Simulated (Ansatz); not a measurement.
# C12H16Si: the cost of one run

Method: DFT PBE, Gaussian basis def2-TZVP, in Ansatz 0.2.0.

### Step 1. Starting point

Bond lengths (14 of 31 bonds, heavy atoms first): C1–Si2 1.869 Å, Si2–C3 1.896 Å, C3–C4 1.543 Å, Si2–C5 1.896 Å, C4–C5 1.543 Å, Si2–C6 1.869 Å, C6–C7 1.409 Å, C7–C8 1.400 Å, C8–C9 1.386 Å, C9–C10 1.505 Å, C10–C11 1.561 Å, C9–C12 1.397 Å, C11–C12 1.506 Å, C6–C13 1.409 Å. Angles (14 of 60 angles, heavy atoms first): C1–Si2–C3 113.7°, C1–Si2–C5 113.8°, C1–Si2–C6 110.2°, C3–Si2–C5 77.6°, C3–Si2–C6 119.2°, C5–Si2–C6 119.1°, Si2–C3–C4 86.7°, C3–C4–C5 100.8°, Si2–C5–C4 86.7°, Si2–C6–C7 119.0°, Si2–C6–C13 121.0°, C7–C6–C13 120.0°, C6–C7–C8 122.9°, C7–C8–C9 115.8°.

Structure file:

```xyz
29

C    -1.7115    0.8306   -2.1437
Si   -1.6004    0.0683   -0.4410
C    -2.7178   -1.4463   -0.2082
C    -3.7923   -0.4637    0.3016
C    -2.9095    0.7111    0.7712
C     0.1830   -0.0219    0.1094
C     0.4804   -0.5674    1.3737
C     1.7857   -0.6735    1.8677
C     2.7868   -0.2047    1.0310
C     4.2713   -0.0052    0.8858
C     3.9661    0.6034   -0.5194
C     2.5124    0.3394   -0.2258
C     1.2225    0.4464   -0.7188
H    -1.2966    1.8619   -2.1512
H    -2.7705    0.8866   -2.4740
H    -1.1517    0.2286   -2.8919
H    -2.3275   -2.0788    0.6212
H    -2.9953   -2.1135   -1.0504
H    -4.4315   -0.1342   -0.5493
H    -4.4866   -0.8746    1.0708
H    -3.3371    1.7324    0.6960
H    -2.5614    0.5570    1.8179
H    -0.3553   -0.9279    2.0046
H     1.9829   -1.1067    2.8641
H     4.7343    0.6993    1.6116
H     4.8815   -0.9352    0.8716
H     4.2460    1.6735   -0.6368
H     4.3936    0.0386   -1.3770
H     0.9986    0.8765   -1.7131
```

### Step 2. Relaxing the atoms: C12H16Si

Contents of input.yaml:

```yaml
relax:
  f_tol: 0.001
  max_steps: 200
crystal:
  periodic: [false, false, false]
  atoms:
    - { symbol: C, position_ang: [-1.711549, 0.830645, -2.143661] }
    - { symbol: Si, position_ang: [-1.600397, 0.068266, -0.441032] }
    - { symbol: C, position_ang: [-2.717764, -1.446297, -0.208181] }
    - { symbol: C, position_ang: [-3.792316, -0.463682, 0.301622] }
    - { symbol: C, position_ang: [-2.909475, 0.711071, 0.77125] }
    - { symbol: C, position_ang: [0.182959, -0.021867, 0.109407] }
    - { symbol: C, position_ang: [0.480368, -0.567394, 1.3737] }
    - { symbol: C, position_ang: [1.785705, -0.673499, 1.867684] }
    - { symbol: C, position_ang: [2.786792, -0.204664, 1.030962] }
    - { symbol: C, position_ang: [4.271309, -0.005182, 0.885796] }
    - { symbol: C, position_ang: [3.966052, 0.603358, -0.51936] }
    - { symbol: C, position_ang: [2.512387, 0.339377, -0.225774] }
    - { symbol: C, position_ang: [1.222516, 0.446435, -0.718765] }
    - { symbol: H, position_ang: [-1.296551, 1.861891, -2.151239] }
    - { symbol: H, position_ang: [-2.770482, 0.886563, -2.474042] }
    - { symbol: H, position_ang: [-1.151728, 0.228572, -2.891912] }
    - { symbol: H, position_ang: [-2.327538, -2.078846, 0.621223] }
    - { symbol: H, position_ang: [-2.995283, -2.113505, -1.050437] }
    - { symbol: H, position_ang: [-4.431488, -0.134164, -0.54931] }
    - { symbol: H, position_ang: [-4.486649, -0.874579, 1.070761] }
    - { symbol: H, position_ang: [-3.337095, 1.732363, 0.695965] }
    - { symbol: H, position_ang: [-2.561359, 0.557046, 1.817882] }
    - { symbol: H, position_ang: [-0.355272, -0.927906, 2.004608] }
    - { symbol: H, position_ang: [1.982851, -1.106673, 2.864078] }
    - { symbol: H, position_ang: [4.734329, 0.699334, 1.611617] }
    - { symbol: H, position_ang: [4.881519, -0.935232, 0.871645] }
    - { symbol: H, position_ang: [4.246035, 1.673463, -0.636844] }
    - { symbol: H, position_ang: [4.393609, 0.038618, -1.37702] }
    - { symbol: H, position_ang: [0.998556, 0.87648, -1.713054] }
basis:
  gaussian: { orbitals: def2-TZVP }
hamiltonian:
  xc: pbe
```

Launch:

```
$ ansatz run input.yaml --threads 12 --pin off --max-ram 12288MiB --backend cpu --events-out ev --progress --plain --runs-dir out
```

**Question.** How long does this run take on 12 threads of Arm Neoverse N1, shared host, and how much memory does it need?

About 2.1 min, with a peak of 1.5 GiB.
